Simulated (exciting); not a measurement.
**TcRh: equation of state with PBEsol**

TcRh:

```
CELL_PARAMETERS angstrom
2.72206 0.00000 0.00000
-1.36103 2.35737 0.00000
0.00000 0.00000 4.33113
ATOMIC_POSITIONS crystal
Rh 0.00000 0.00000 0.50000
Tc 0.66667 0.33333 0.00000
```

The cell comes from a database or a generator and needn't be the stable form of this composition.

```json
{
  "Program": "exciting (release sodium)",
  "Task": "equation of state",
  "Functional": "PBEsol",
  "Potentials or basis": "all-electron LAPW+lo, shipped species files, valence relativity iora*",
  "rgkmax": "9",
  "k mesh": "11 × 11 × 6",
  "Occupations": "fermi-dirac, width 0.05 eV",
  "Spin": "no spin polarisation"
}
```

| Quantity | Value |
| --- | --- |
| Equilibrium volume | 13.68 Å³/atom |
| Bulk modulus at fixed shape and positions | 320 GPa |
| Pressure derivative of the bulk modulus | 4.5 |

Energy against volume, from the lowest point:
| volume (Å³/atom) | energy (meV/atom) |
| --- | --- |
| 13.062 | 30.25 |
| 13.340 | 8.73 |
| 13.618 | 0.00 |
| 13.896 | 2.92 |
| 14.174 | 16.34 |
| 14.452 | 38.87 |
| 14.730 | 69.76 |

Caveat: the cell was scaled at fixed shape and fractional positions, which overstates the stiffness of a crystal with free parameters, most of all of layers and chains.
